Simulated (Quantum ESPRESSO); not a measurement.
# CoSi2 (I4/mmm) in Quantum ESPRESSO: single point with PBE

Aim: the single point of CoSi2 with PBE.

Everything below comes from runs of Quantum ESPRESSO 7.5. Logs are shortened: lines on timing, memory, paths and dates and some standing lists are left out, and cuts for length are marked.

### 1 Starting point

It takes space group I4/mmm (No. 139, tetragonal). The conventional cell has a = 3.854 Å, b = 3.854 Å, c = 5.397 Å, α = 90.00°, β = 90.00°, γ = 90.00°. Around Co (site symmetry 4/mmm) lie 8 Si at 2.35 Å. Si (site symmetry -4m2) is surrounded by 4 Co at 2.35 Å and 2 Si at 2.70 Å.

The cell was built by a generator and needn't be a form met in nature.

### 2 Single point, PBE

Input file pw.in:

```
&CONTROL
  calculation = 'scf'
  prefix = 'pwscf'
  outdir = './tmp'
  pseudo_dir = './pseudo'
  tprnfor = .true.
  tstress = .true.
  disk_io = 'nowf'
/
&SYSTEM
  ibrav = 0
  nat = 3
  ntyp = 2
  ecutwfc = 55
  ecutrho = 440
  nbnd = 19
  occupations = 'smearing'
  smearing = 'mp'
  degauss = 0.00734986
/
&ELECTRONS
  conv_thr = 6d-10
  electron_maxstep = 120
  mixing_beta = 0.5
/
ATOMIC_SPECIES
Co    58.9332 Co_pbe_v1.2.uspp.F.UPF
Si    28.0850 Si.pbe-n-rrkjus_psl.1.0.0.UPF
CELL_PARAMETERS angstrom
   0.0000000000    2.7253234300    2.6985520800
   2.7253234300    0.0000000000    2.6985520800
   2.7253234300    2.7253234300    0.0000000000
ATOMIC_POSITIONS crystal
Co     0.0000000000    0.0000000000    0.0000000000
Si     0.2500000000    0.2500000000    0.2500000000
Si     0.7500000000    0.7500000000    0.7500000000
K_POINTS automatic
16 16 16 0 0 0
```

Potentials or basis: SSSP 1.3 efficiency PBE.

On the command line:

```sh
$ OMP_NUM_THREADS=1 pw.x -in pw.in > pw.out
```

pw.out:

```text
This program is part of the open-source Quantum ESPRESSO suite
     for quantum simulation of materials; please cite
[... 9 lines left out ...]
     --------------------
     sticks:   dense  smooth     PW     G-vecs:    dense   smooth      PW
     Sum        1601     805    253                42143    14921    2613

     Using Slab Decomposition

     bravais-lattice index     =            0
     lattice parameter (alat)  =       7.2477  a.u.
     unit-cell volume          =     270.5163 (a.u.)^3
     number of atoms/cell      =            3
     number of atomic types    =            2
     number of electrons       =        25.00
     number of Kohn-Sham states=           19
     kinetic-energy cutoff     =      55.0000  Ry
     charge density cutoff     =     440.0000  Ry
     scf convergence threshold =      6.0E-10
     mixing beta               =       0.5000
     number of iterations used =            8  plain     mixing
     Exchange-correlation= PBE
                           (   1   4   3   4   0   0   0)

     celldm(1)=   7.247678  celldm(2)=   0.000000  celldm(3)=   0.000000
     celldm(4)=   0.000000  celldm(5)=   0.000000  celldm(6)=   0.000000

     crystal axes: (cart. coord. in units of alat)
               a(1) = (   0.000000   0.710588   0.703608 )
               a(2) = (   0.710588   0.000000   0.703608 )
               a(3) = (   0.710588   0.710588   0.000000 )

     reciprocal axes: (cart. coord. in units 2 pi/alat)
               b(1) = ( -0.703642  0.703642  0.710623 )
               b(2) = (  0.703642 -0.703642  0.710623 )
               b(3) = (  0.703642  0.703642 -0.710623 )

     PseudoPot. # 1 for Co read from file:
     Co_pbe_v1.2.uspp.F.UPF
     Pseudo is Ultrasoft + core correction, Zval = 17.0
     Generated by new atomic code, or converted to UPF format
     Using radial grid of  863 points,  6 beta functions with:
                l(1) =   0
                l(2) =   0
                l(3) =   1
                l(4) =   1
                l(5) =   2
                l(6) =   2
     Q(r) pseudized with  8 coefficients,  rinner =    1.200   1.200   1.200
                                                       1.200   1.200

     PseudoPot. # 2 for Si read from file:
     Si.pbe-n-rrkjus_psl.1.0.0.UPF
     Pseudo is Ultrasoft + core correction, Zval =  4.0
     Generated using "atomic" code by A. Dal Corso  v.5.1
     Using radial grid of 1141 points,  6 beta functions with:
                l(1) =   0
                l(2) =   0
                l(3) =   1
                l(4) =   1
                l(5) =   2
                l(6) =   2
     Q(r) pseudized with 0 coefficients

     atomic species   valence    mass     pseudopotential
     Co               17.00    58.93320     Co( 1.00)
     Si                4.00    28.08500     Si( 1.00)

     16 Sym. Ops., with inversion, found

   Cartesian axes

     site n.     atom                  positions (alat units)
         1        Co     tau(   1) = (   0.0000000   0.0000000   0.0000000  )
         2        Si     tau(   2) = (   0.3552941   0.3552941   0.3518040  )
         3        Si     tau(   3) = (   1.0658824   1.0658824   1.0554121  )

     number of k points=   349  Methfessel-Paxton smearing, width (Ry)=  0.0073

     Number of k-points >= 100: set verbosity='high' to print them.

     Dense  grid:    42143 G-vectors     FFT dimensions: (  50,  50,  50)

     Smooth grid:    14921 G-vectors     FFT dimensions: (  36,  36,  36)

     Check: negative core charge=   -0.000011

     Initial potential from superposition of free atoms

     starting charge      23.9989, renormalised to      25.0000
     Starting wfcs are   21 randomized atomic wfcs

     Self-consistent Calculation

     iteration #  1     ecut=    55.00 Ry     beta= 0.50
     Davidson diagonalization with overlap
     ethr =  1.00E-02,  avg # of iterations =  4.5

     total energy              =    -310.94393232 Ry
     estimated scf accuracy    <      17.20276307 Ry

     iteration #  2     ecut=    55.00 Ry     beta= 0.50
     Davidson diagonalization with overlap
     ethr =  1.00E-02,  avg # of iterations =  3.0

     total energy              =    -320.88171985 Ry
     estimated scf accuracy    <      35.34724843 Ry

     iteration #  3     ecut=    55.00 Ry     beta= 0.50
     Davidson diagonalization with overlap
     ethr =  1.00E-02,  avg # of iterations =  2.0

     total energy              =    -321.34219085 Ry
     estimated scf accuracy    <       7.89715974 Ry

     iteration #  4     ecut=    55.00 Ry     beta= 0.50
     Davidson diagonalization with overlap
     ethr =  1.00E-02,  avg # of iterations =  1.8

     total energy              =    -321.60728160 Ry
     estimated scf accuracy    <       1.73713741 Ry

     iteration #  5     ecut=    55.00 Ry     beta= 0.50
     Davidson diagonalization with overlap
     ethr =  6.95E-03,  avg # of iterations =  1.0

     total energy              =    -321.14330811 Ry
     estimated scf accuracy    <       1.10433326 Ry

     iteration #  6     ecut=    55.00 Ry     beta= 0.50
     Davidson diagonalization with overlap
     ethr =  4.42E-03,  avg # of iterations =  1.9

     total energy              =    -321.52892932 Ry
     estimated scf accuracy    <       1.26087517 Ry

     iteration #  7     ecut=    55.00 Ry     beta= 0.50
     Davidson diagonalization with overlap
     ethr =  4.42E-03,  avg # of iterations =  1.0
[... 74 lines left out ...]
     iteration # 18     ecut=    55.00 Ry     beta= 0.50
     Davidson diagonalization with overlap
     ethr =  1.29E-07,  avg # of iterations =  1.0

     total energy              =    -321.42672153 Ry
     estimated scf accuracy    <       0.00000413 Ry

     iteration # 19     ecut=    55.00 Ry     beta= 0.50
     Davidson diagonalization with overlap
     ethr =  1.65E-08,  avg # of iterations =  1.1

     total energy              =    -321.42672168 Ry
     estimated scf accuracy    <       0.00000024 Ry

     iteration # 20     ecut=    55.00 Ry     beta= 0.50
     Davidson diagonalization with overlap
     ethr =  9.78E-10,  avg # of iterations =  2.9

     total energy              =    -321.42672171 Ry
     estimated scf accuracy    <       0.00000004 Ry

     iteration # 21     ecut=    55.00 Ry     beta= 0.50
     Davidson diagonalization with overlap
     ethr =  1.48E-10,  avg # of iterations =  1.8

     total energy              =    -321.42672171 Ry
     estimated scf accuracy    <          2.5E-09 Ry

     iteration # 22     ecut=    55.00 Ry     beta= 0.50
     Davidson diagonalization with overlap
     ethr =  1.00E-11,  avg # of iterations =  3.0

     End of self-consistent calculation

     Number of k-points >= 100: set verbosity='high' to print the bands.

     the Fermi energy is    12.1055 ev

!    total energy              =    -321.42672171 Ry
     estimated scf accuracy    <          2.4E-10 Ry
     smearing contrib. (-TS)   =      -0.00000365 Ry
     internal energy E=F+TS    =    -321.42671806 Ry

     The total energy is F=E-TS. E is the sum of the following terms:
     one-electron contribution =    -241.63359930 Ry
     hartree contribution      =     133.36927902 Ry
     xc contribution           =     -45.16233099 Ry
     ewald contribution        =    -168.00006680 Ry

     convergence has been achieved in  22 iterations

     Forces acting on atoms (cartesian axes, Ry/au):

     atom    1 type  1   force =     0.00000000   -0.00000000   -0.00000000
     atom    2 type  2   force =    -0.00000000    0.00000000    0.00000000
     atom    3 type  2   force =     0.00000000    0.00000000   -0.00000000

     Total force =     0.000000     Total SCF correction =     0.000000

     Computing stress (Cartesian axis) and pressure

          total   stress  (Ry/bohr**3)                   (kbar)     P=      -66.08
  -0.00046614   0.00000000   0.00000000          -68.57        0.00        0.00
   0.00000000  -0.00046614   0.00000000            0.00      -68.57        0.00
   0.00000000   0.00000000  -0.00041524            0.00        0.00      -61.08

=------------------------------------------------------------------------------=
   JOB DONE.
=------------------------------------------------------------------------------=
```

Run time: 8.4 min. Hardware: 1 thread of Intel Xeon Platinum 8375C at 2.90GHz (Ice Lake), shared host; peak memory 0.37 GiB.

Results:

```yaml
Free_energy: -4373.2333 eV
Pressure: -6.6 GPa
Band_gap_on_the_k_mesh: none (metal or under the smearing width)
```

Stress tensor (GPa, compression positive):
```
-6.86  0.00  0.00
 0.00 -6.86  0.00
 0.00  0.00 -6.11
```

Levels at points of the mesh, in eV from the Fermi level:
| k point | band 11 | band 12 | band 13 | band 14 | band 15 | band 16 |
| --- | --- | --- | --- | --- | --- | --- |
| (0.00, 0.00, 0.00) | 0.36 | 3.21 | 3.34 | 3.34 | 3.39 | 3.39 |
| (0.00, 0.00, -0.50) | -1.49 | -0.48 | -0.42 | 2.57 | 3.31 | 3.33 |
| (0.00, -0.50, -0.50) | -1.80 | -1.79 | -1.22 | 1.48 | 2.95 | 8.49 |
| (-0.50, -0.50, 0.00) | -1.80 | -1.76 | -1.23 | 1.42 | 2.90 | 8.52 |
